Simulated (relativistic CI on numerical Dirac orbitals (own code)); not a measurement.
# B: one ion under different settings

Aim: see what numerical and physical settings do to the SCF, the total energy and the lowest levels of B.

Program: relativistic CI on numerical Dirac orbitals (own code) version 3. Level of theory: Dirac-Coulomb-Breit CI, KLI orbitals optimised for each configuration, model QED (radiative potential, 1s self-energy scaled to tabulated hydrogen-like ionisation energies), numerical settings as typed. These are calculated values, not measurements, unless marked.

**1. The atom as given**

- ion: B (B I)
- nuclear charge: 5
- electrons: 5
- isotope: A = 11

**2. Usual settings**

Input settings:

```ini
atom B  Z=5  charge=0  electrons=5
nucleus A=11  rms_radius_fm=2.4060
hamiltonian dirac-coulomb  breit=on  qed=on  c_scale=1
orbitals kli  potential=per-configuration
slater_scale 1
correlation none
mixing on
grid step=0.0125 r_max=62.6
scf mixing=0.4 start=green max_iterations=150 tolerance=2e-08 node_fill=0.05
configurations
  [He] 2s2 2p
  [He] 2s 2p2
end
```

Started as:

```
$ python run_levels.py task.json out
```

task.json lists these runs, among others, and the program works through them in turn.

Main fields of the result record, rounded:

```text
{
  "status": "converged",
  "levels [i, E_cm, J2, conf, term, w_term, w_jj]": [
    [0, 0, 1, "2s2 2p", "2P*", 1, 1],
    [1, 14.603984, 3, "2s2 2p", "2P*", 1, 1],
    [2, 17917.955, 1, "2s 2p2", "4P", 1, 0.4447],
    [3, 17923.732, 3, "2s 2p2", "4P", 1, 0.8889],
    [4, 17930.197, 5, "2s 2p2", "4P", 1, 0.6664],
    [5, 47705.714, 3, "2s 2p2", "2D", 1, 0.6668],
    [6, 47706.567, 5, "2s 2p2", "2D", 1, 0.6664],
    [7, 62517.56, 1, "2s 2p2", "2S", 1, 0.6666],
    [8, 77647.492, 1, "2s 2p2", "2P", 1, 0.6667],
    [9, 77655.688, 3, "2s 2p2", "2P", 1, 0.5558]
  ],
  "total_energy [Ha]": -24.532811589,
  "n_levels_all": 10,
  "overlap": 4.29542e-14,
  "scf_iterations": [9, 9],
  "orbital_energies [Ha]": {"1s": -6.92067, "2s": -0.520463, "2p1/2": -0.304045, "2p3/2": -0.303925},
  "configurations [conf, odd, states, E_av_Ha, breit_Ha, qed_Ha]": [
    ["2s2 2p", 1, 6, -24.53509665, 0.00149, 0.0008392],
    ["2s 2p2", 0, 30, -24.34021353, 0.00147, 0.0008205]
  ],
  "scf_steps of the first configuration [iteration, E_Ha, residual, outer_eigenvalue_Ha]": [
    [1, -24.52372427, 0.124, -0.2591],
    [2, -24.53196676, 0.0597, -0.2728],
    [3, -24.53496198, 0.00552, -0.2963],
    [4, -24.53510084, 0.00193, -0.3037],
    [5, -24.53510012, 0.000364, -0.304],
    [6, -24.53509673, 1.51e-05, -0.3039],
    [7, -24.53509662, 2.89e-06, -0.3039],
    [8, -24.53509665, 5.75e-08, -0.3039],
    [9, -24.53509665, 7.86e-09, -0.3039]
  ]
}
```

It took 0.045 s on 1 thread of Neoverse-V2, shared host.

**3. Speed-of-light factor 0.8**

Changes to the settings of step 2:

```diff
@@ -2,3 +2,3 @@
 nucleus A=11  rms_radius_fm=2.4060
-hamiltonian dirac-coulomb  breit=on  qed=on  c_scale=1
+hamiltonian dirac-coulomb  breit=on  qed=on  c_scale=0.8
 orbitals kli  potential=per-configuration
```

Main fields:

```text
{
  "status": "converged",
  "levels [i, E_cm, J2, conf, term, w_term]": [
    [0, 0, 1, "2s2 2p", "2P*", 1],
    [1, 22.781831, 3, "2s2 2p", "2P*", 1],
    [2, 17943.563, 1, "2s 2p2", "4P", 1],
    [3, 17952.577, 3, "2s 2p2", "4P", 1],
    [4, 17962.661, 5, "2s 2p2", "4P", 1],
    [5, 47735.972, 3, "2s 2p2", "2D", 1],
    [6, 47737.31, 5, "2s 2p2", "2D", 1],
    [7, 62549.413, 1, "2s 2p2", "2S", 1],
    "... 2 more rows left out ..."
  ],
  "total_energy [Ha]": -24.536198761,
  "n_levels_all": 10,
  "overlap": 4.3264e-14,
  "scf_iterations": [9, 9],
  "orbital_energies [Ha]": {"1s": -6.92174, "2s": -0.520543, "2p1/2": -0.30404, "2p3/2": -0.303852},
  "configurations [conf, odd, states, E_av_Ha, breit_Ha, qed_Ha]": [
    ["2s2 2p", 1, 6, -24.53931601, 0.002329, 0.0008575],
    ["2s 2p2", 0, 30, -24.34430396, 0.002297, 0.0008384]
  ],
  "scf_steps of the first configuration [iteration, E_Ha, residual, outer_eigenvalue_Ha]": [
    [1, -24.52789014, 0.124, -0.2591],
    [2, -24.53617528, 0.0598, -0.2727],
    [3, -24.5391806, 0.00554, -0.2962],
    [4, -24.53932021, 0.00194, -0.3036],
    [5, -24.53931948, 0.000365, -0.3039],
    [6, -24.5393161, 1.53e-05, -0.3039],
    [7, -24.53931598, 2.92e-06, -0.3039],
    [8, -24.53931601, 5.78e-08, -0.3039],
    [9, -24.53931601, 7.97e-09, -0.3039]
  ]
}
```

It took 0.046 s on 1 thread of Neoverse-V2, shared host.

A changed speed of light describes a fictitious ion. The QED potentials keep the true α.

**4. Start potential previous, potential mixing 0.1**

Input settings:

```ini
atom B  Z=5  charge=0  electrons=5
nucleus A=11  rms_radius_fm=2.4060
hamiltonian dirac-coulomb  breit=on  qed=on  c_scale=1
orbitals kli  potential=per-configuration
slater_scale 1
correlation none
mixing on
grid step=0.0125 r_max=62.6
scf mixing=0.1 start=previous max_iterations=150 tolerance=2e-08 node_fill=0.05
configurations
  [He] 2s2 2p
  [He] 2s 2p2
end
```

Main fields:

```text
{
  "status": "converged",
  "levels [i, E_cm, J2, conf, term, w_term]": [
    [0, 0, 1, "2s2 2p", "2P*", 1],
    [1, 14.603985, 3, "2s2 2p", "2P*", 1],
    [2, 17917.955, 1, "2s 2p2", "4P", 1],
    [3, 17923.732, 3, "2s 2p2", "4P", 1],
    [4, 17930.197, 5, "2s 2p2", "4P", 1],
    [5, 47705.714, 3, "2s 2p2", "2D", 1],
    [6, 47706.567, 5, "2s 2p2", "2D", 1],
    [7, 62517.56, 1, "2s 2p2", "2S", 1],
    "... 2 more rows left out ..."
  ],
  "total_energy [Ha]": -24.532811589,
  "n_levels_all": 10,
  "overlap": 4.34833e-14,
  "scf_iterations": [13, 10],
  "orbital_energies [Ha]": {"1s": -6.92067, "2s": -0.520463, "2p1/2": -0.304045, "2p3/2": -0.303925},
  "configurations [conf, odd, states, E_av_Ha, breit_Ha, qed_Ha]": [
    ["2s2 2p", 1, 6, -24.53509665, 0.00149, 0.0008392],
    ["2s 2p2", 0, 30, -24.34021353, 0.00147, 0.0008205]
  ],
  "scf_steps of the first configuration [iteration, E_Ha, residual, outer_eigenvalue_Ha]": [
    [1, -24.00262813, 0.786, -0.1314],
    [2, -24.14256265, 0.661, -0.1456],
    [3, -24.52663542, 0.0848, -0.2934],
    [4, -24.53187845, 0.041, -0.3133],
    [5, -24.53497641, 0.0121, -0.3123],
    [6, -24.5350642, 0.00324, -0.3062],
    [7, -24.5350966, 0.000293, -0.3039],
    [8, -24.53509841, 0.000123, -0.3041],
    [9, -24.53509684, 6.26e-06, -0.3039],
    [10, -24.53509663, 3.33e-06, -0.3039],
    [11, -24.53509665, 1.84e-07, -0.3039],
    [12, -24.53509665, 3.76e-08, -0.3039],
    [13, -24.53509665, 6.55e-10, -0.3039]
  ]
}
```

It took 0.048 s on 1 thread of Neoverse-V2, shared host.

**5. End of the grid 43.82, speed-of-light factor 1.25**

Input settings:

```ini
atom B  Z=5  charge=0  electrons=5
nucleus A=11  rms_radius_fm=2.4060
hamiltonian dirac-coulomb  breit=on  qed=on  c_scale=1.25
orbitals kli  potential=per-configuration
slater_scale 1
correlation none
mixing on
grid step=0.0125 r_max=43.82
scf mixing=0.4 start=green max_iterations=150 tolerance=2e-08 node_fill=0.05
configurations
  [He] 2s2 2p
  [He] 2s 2p2
end
```

Main fields:

```text
{
  "status": "converged",
  "levels [i, E_cm, J2, conf, term, w_term]": [
    [0, 0, 1, "2s2 2p", "2P*", 1],
    [1, 9.3625486, 3, "2s2 2p", "2P*", 1],
    [2, 17901.587, 1, "2s 2p2", "4P", 1],
    [3, 17905.29, 3, "2s 2p2", "4P", 1],
    [4, 17909.436, 5, "2s 2p2", "4P", 1],
    [5, 47686.364, 3, "2s 2p2", "2D", 1],
    [6, 47686.909, 5, "2s 2p2", "2D", 1],
    [7, 62497.19, 1, "2s 2p2", "2S", 1],
    "... 2 more rows left out ..."
  ],
  "total_energy [Ha]": -24.530647671,
  "n_levels_all": 10,
  "overlap": 4.29344e-14,
  "scf_iterations": [9, 9],
  "orbital_energies [Ha]": {"1s": -6.91999, "2s": -0.520412, "2p1/2": -0.304048, "2p3/2": -0.303971},
  "configurations [conf, odd, states, E_av_Ha, breit_Ha, qed_Ha]": [
    ["2s2 2p", 1, 6, -24.53239784, 0.0009536, 0.000825],
    ["2s 2p2", 0, 30, -24.33759719, 0.0009405, 0.0008066]
  ],
  "scf_steps of the first configuration [iteration, E_Ha, residual, outer_eigenvalue_Ha]": [
    [1, -24.52105956, 0.124, -0.2591],
    [2, -24.52927487, 0.0596, -0.2728],
    [3, -24.53226364, 0.0055, -0.2964],
    [4, -24.53240203, 0.00193, -0.3038],
    [5, -24.53240131, 0.000363, -0.3041],
    [6, -24.53239792, 1.5e-05, -0.304],
    [7, -24.53239781, 2.87e-06, -0.304],
    [8, -24.53239784, 5.7e-08, -0.304],
    [9, -24.53239784, 7.74e-09, -0.304]
  ]
}
```

Wall time 0.045 s (1 thread of Neoverse-V2, shared host).

A changed speed of light describes a fictitious ion. The QED potentials keep the true α.

**6. Node fill 0**

Input settings:

```ini
atom B  Z=5  charge=0  electrons=5
nucleus A=11  rms_radius_fm=2.4060
hamiltonian dirac-coulomb  breit=on  qed=on  c_scale=1
orbitals kli  potential=per-configuration
slater_scale 1
correlation none
mixing on
grid step=0.0125 r_max=62.6
scf mixing=0.4 start=green max_iterations=150 tolerance=2e-08 node_fill=0
configurations
  [He] 2s2 2p
  [He] 2s 2p2
end
```

Main fields:

```text
{
  "status": "converged",
  "levels [i, E_cm, J2, conf, term, w_term]": [
    [0, 0, 1, "2s2 2p", "2P*", 1],
    [1, 14.086038, 3, "2s2 2p", "2P*", 1],
    [2, 17867.212, 1, "2s 2p2", "4P", 1],
    [3, 17872.882, 3, "2s 2p2", "4P", 1],
    [4, 17879.143, 5, "2s 2p2", "4P", 1],
    [5, 47717.975, 3, "2s 2p2", "2D", 1],
    [6, 47718.83, 5, "2s 2p2", "2D", 1],
    [7, 62569.756, 1, "2s 2p2", "2S", 1],
    "... 2 more rows left out ..."
  ],
  "total_energy [Ha]": -24.532741215,
  "n_levels_all": 10,
  "overlap": 4.76149e-14,
  "scf_iterations": [9, 9],
  "orbital_energies [Ha]": {"1s": -6.95491, "2s": -0.52194, "2p1/2": -0.306025, "2p3/2": -0.305901},
  "configurations [conf, odd, states, E_av_Ha, breit_Ha, qed_Ha]": [
    ["2s2 2p", 1, 6, -24.5350314, 0.001493, 0.0008398],
    ["2s 2p2", 0, 30, -24.34014992, 0.001472, 0.0008208]
  ],
  "scf_steps of the first configuration [iteration, E_Ha, residual, outer_eigenvalue_Ha]": [
    [1, -24.52372427, 0.113, -0.2591],
    [2, -24.53164615, 0.0539, -0.274],
    [3, -24.53497229, 0.00518, -0.2988],
    [4, -24.53504451, 0.00173, -0.3058],
    [5, -24.53502826, 0.000343, -0.306],
    [6, -24.53503147, 1.19e-05, -0.3059],
    [7, -24.5350314, 2.04e-06, -0.3059],
    [8, -24.5350314, 6.5e-08, -0.3059],
    [9, -24.5350314, 3.85e-09, -0.3059]
  ]
}
```

It took 0.045 s on 1 thread of Neoverse-V2, shared host.

**7. Potential mixing 2.5**

Changes to the settings of step 6:

```diff
@@ -8,3 +8,3 @@
 grid step=0.0125 r_max=62.6
-scf mixing=0.4 start=green max_iterations=150 tolerance=2e-08 node_fill=0
+scf mixing=2.5 start=green max_iterations=89 tolerance=2e-08 node_fill=0.05
 configurations
```

Main fields:

```text
{
  "status": "converged",
  "levels [i, E_cm, J2, conf, term, w_term]": [
    [0, 0, 1, "2s2 2p", "2P*", 1],
    [1, 14.603985, 3, "2s2 2p", "2P*", 1],
    [2, 17917.955, 1, "2s 2p2", "4P", 1],
    [3, 17923.732, 3, "2s 2p2", "4P", 1],
    [4, 17930.197, 5, "2s 2p2", "4P", 1],
    [5, 47705.714, 3, "2s 2p2", "2D", 1],
    [6, 47706.567, 5, "2s 2p2", "2D", 1],
    [7, 62517.56, 1, "2s 2p2", "2S", 1],
    "... 2 more rows left out ..."
  ],
  "total_energy [Ha]": -24.532811589,
  "n_levels_all": 10,
  "overlap": 4.42949e-14,
  "scf_iterations": [10, 10],
  "orbital_energies [Ha]": {"1s": -6.92067, "2s": -0.520463, "2p1/2": -0.304045, "2p3/2": -0.303925},
  "configurations [conf, odd, states, E_av_Ha, breit_Ha, qed_Ha]": [
    ["2s2 2p", 1, 6, -24.53509665, 0.00149, 0.0008392],
    ["2s 2p2", 0, 30, -24.34021353, 0.00147, 0.0008205]
  ],
  "scf_steps of the first configuration [iteration, E_Ha, residual, outer_eigenvalue_Ha]": [
    [1, -24.52372427, 0.124, -0.2591],
    [2, -24.49783943, 0.28, -0.3609],
    [3, -24.53425612, 0.0286, -0.3297],
    [4, -24.53501337, 0.0019, -0.3028],
    [5, -24.5350864, 0.000879, -0.3038],
    [6, -24.53509553, 8.16e-05, -0.3039],
    [7, -24.53509669, 2.69e-06, -0.3039],
    [8, -24.53509665, 2.14e-07, -0.3039],
    [9, -24.53509665, 7.46e-08, -0.3039],
    [10, -24.53509665, 1.09e-09, -0.3039]
  ]
}
```

It took 0.047 s on 1 thread of Neoverse-V2, shared host.

The value lies outside the usual range, yet the result is unchanged in this case.

**8. Tolerance 0.01**

Changes to the settings of step 7:

```diff
@@ -8,3 +8,3 @@
 grid step=0.0125 r_max=62.6
-scf mixing=2.5 start=green max_iterations=89 tolerance=2e-08 node_fill=0.05
+scf mixing=0.4 start=green max_iterations=100 tolerance=0.01 node_fill=0.05
 configurations
```

Main fields:

```text
{
  "status": "converged",
  "levels [i, E_cm, J2, conf, term, w_term]": [
    [0, 0, 1, "2s2 2p", "2P*", 1],
    [1, 14.928873, 3, "2s2 2p", "2P*", 1],
    [2, 18011.636, 1, "2s 2p2", "4P", 1],
    [3, 18017.492, 3, "2s 2p2", "4P", 1],
    [4, 18024.112, 5, "2s 2p2", "4P", 1],
    [5, 47661.808, 3, "2s 2p2", "2D", 1],
    [6, 47662.737, 5, "2s 2p2", "2D", 1],
    [7, 62389.082, 1, "2s 2p2", "2S", 1],
    "... 2 more rows left out ..."
  ],
  "total_energy [Ha]": -24.532677606,
  "n_levels_all": 10,
  "overlap": 4.29379e-14,
  "scf_iterations": [3, 3],
  "orbital_energies [Ha]": {"1s": -6.90833, "2s": -0.512158, "2p1/2": -0.296432, "2p3/2": -0.296313},
  "configurations [conf, odd, states, E_av_Ha, breit_Ha, qed_Ha]": [
    ["2s2 2p", 1, 6, -24.53496198, 0.00149, 0.0008395],
    ["2s 2p2", 0, 30, -24.34015163, 0.00147, 0.0008208]
  ],
  "scf_steps of the first configuration [iteration, E_Ha, residual, outer_eigenvalue_Ha]": [
    [1, -24.52372427, 0.124, -0.2591],
    [2, -24.53196676, 0.0597, -0.2728],
    [3, -24.53496198, 0.00552, -0.2963]
  ]
}
```

Wall time 0.04 s (1 thread of Neoverse-V2, shared host).

This setting is unsound; the numbers are not properties of the ion.

**9. The runs side by side**

| setting | total energy less usual (Ha) | largest shift of a level among the lowest eight of both runs, same label and place (cm⁻¹) | SCF iterations | time | lowest level | kind of change |
| --- | --- | --- | --- | --- | --- | --- |
| usual | 0 | 0 | 18 | 0.045 s | 2p 2P°1/2 | - |
| speed-of-light factor 0.8 | -0.00339 | 32.5 | 18 | 0.046 s | 2p 2P°1/2 | unphysical constant |
| start potential previous, potential mixing 0.1 | 0 | 0 | 23 | 0.048 s | 2p 2P°1/2 | numerical |
| end of the grid 43.82, speed-of-light factor 1.25 | 0.00216 | 20.8 | 18 | 0.045 s | 2p 2P°1/2 | unphysical constant |
| node fill 0 | 7.04e-05 | 52.2 | 18 | 0.045 s | 2p 2P°1/2 | numerical |
| potential mixing 2.5 | 0 | 0 | 20 | 0.047 s | 2p 2P°1/2 | extreme, harmless here |
| tolerance 0.01 | 0.000134 | 128 | 6 | 0.04 s | 2p 2P°1/2 | unsound |

**10. Results**

| quantity | value |
| --- | --- |
| lowest level, usual settings | 2p 2P°1/2 |
| total energy | -24.5328 Ha |
| first excitation | 14.6 cm⁻¹ |

In words: Among the runs whose levels can be followed, they move most under «tolerance 0.01» (unsound), by up to 128 cm⁻¹. No visible change in the result comes from «start potential previous, potential mixing 0.1» or «potential mixing 2.5». Only the listed configurations are in the model. Near neutrality, missing correlation can shift configurations against each other by thousands of cm⁻¹.
